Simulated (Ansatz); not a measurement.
# C₃H₃FSi: up Jacob's ladder to CCSD(T)

One table from this session's results is given with a row withheld; the runs are named, their logs left out.

The runs use Ansatz 0.2.0, Gaussian basis; functionals in def2-TZVPP, the program's frozen cores in correlated methods.

Plan: LDA (SPW92), PBE-D4, revPBE-D4, BLYP-D4, r2SCAN-D4, B97M-V, PBE0-D4, B3LYP-D4, r2SCANh-D4, r2SCAN0-D4, HSE06-D4, BHLYP-D4, CAM-B3LYP-D4, LC-ωPBE, ωB97X-V, ωB97M-V, B2PLYP, PBE-QIDH; CCSD(T)/def2-SVP; CCSD(T)/def2-TZVPP; MP2/def2-QZVPP; extrapolation to the limit; RPA on PBE.

**The relaxed structure**

An earlier PBE0-D4 in a triple-zeta def2 set relaxation fixed the geometry.

8 atoms, charge 0, spin multiplicity 1.

Atoms are counted from 1 here; the program's logs count them from 0.

Bond lengths: F1–C2 1.339 Å, C2–C3 1.339 Å, C2–Si5 1.933 Å, C3–C4 1.326 Å, C4–Si5 1.879 Å, C4–H6 1.083 Å, Si5–H7 1.476 Å, Si5–H8 1.475 Å. Angles: F1–C2–C3 124.0°, F1–C2–Si5 129.7°, C3–C2–Si5 69.8°, C2–C3–C4 136.8°, C3–C4–Si5 71.9°, C3–C4–H6 127.2°, Si5–C4–H6 136.3°, C2–Si5–C4 81.1°, C2–Si5–H7 114.3°, C2–Si5–H8 110.9°, C4–Si5–H7 111.8°, C4–Si5–H8 117.2° and more.

Set-up of the first run:

Input file in.yaml:

```yaml
crystal:
  periodic: [false, false, false]
  atoms:
    - {symbol: F, position_ang: [0.596504, -2.052099, 1.334193]}
    - {symbol: C, position_ang: [0.782814, -1.004253, 0.521823]}
    - {symbol: C, position_ang: [0.566033, 0.268015, 0.879867]}
    - {symbol: C, position_ang: [-0.053157, 1.324279, 0.369589]}
    - {symbol: Si, position_ang: [-0.445721, -0.162324, -0.710944]}
    - {symbol: H, position_ang: [0.357732, 2.314591, 0.220112]}
    - {symbol: H, position_ang: [0.082707, 0.000729, -2.079784]}
    - {symbol: H, position_ang: [-1.794613, -0.745938, -0.590457]}
basis:
  gaussian: {orbitals: def2-TZVPP}
hamiltonian: {xc: lda}
output: {orbitals: {seedname: orbitals}}
```

On the command line:

```sh
> ansatz run in.yaml --threads 2 --pin off --events-out ev --progress --plain --max-ram 4352MiB
```

Among the steps run: LDA; PBE-D4 (GGA); revPBE-D4 (GGA); BLYP-D4 (GGA); r2SCAN-D4 (meta-GGA); B97M-V (meta-GGA); PBE0-D4 (hybrid); B3LYP-D4 (hybrid); r2SCANh-D4 (hybrid); r2SCAN0-D4 (hybrid); HSE06-D4 (hybrid); BHLYP-D4 (hybrid); CAM-B3LYP-D4 (range-separated); LC-ωPBE (range-separated); ωB97X-V (range-separated); ωB97M-V (range-separated); B2PLYP (double hybrid); PBE-QIDH (double hybrid).

One table of the session follows, with a row left open; its other results are not shown here.

It belongs to the step «Orbital energies across the functionals». 

| functional | HOMO (eV) | LUMO (eV) | gap (eV) |
| --- | --- | --- | --- |
| LDA (SPW92) | -5.47 | -3.11 | 2.36 |
| PBE-D4 | -5.33 | -2.90 | 2.43 |
| revPBE-D4 | -5.27 | -2.81 | 2.45 |
| BLYP-D4 | -5.20 | -2.77 | 2.43 |
| r2SCAN-D4 | -5.54 | -2.76 | 2.78 |
| B97M-V | -5.63 | -2.72 | 2.91 |
| PBE0-D4 | -6.47 | -1.98 | 4.49 |
| B3LYP-D4 | -6.27 | -2.20 | 4.07 |
| r2SCANh-D4 | -5.96 | -2.41 | 3.55 |
| r2SCAN0-D4 | -6.61 | -1.90 | 4.71 |
| HSE06-D4 | -6.07 | -2.36 | 3.71 |
| BHLYP-D4 | -7.50 | -0.93 | 6.57 |
| CAM-B3LYP-D4 | -7.75 | -0.85 | 6.90 |
| LC-ωPBE | -9.02 | 0.30 | 9.31 |
| ωB97X-V | -8.69 | 0.23 | 8.92 |
| ωB97M-V | ? | ? | ? |

**Question.** Estimate the row for ωB97M-V.

**Answer.** HOMO (eV): -8.59; LUMO (eV): 0.13; gap (eV): 8.72. In the column «HOMO (eV)» it lies between ωB97X-V (-8.69) and CAM-B3LYP-D4 (-7.75).
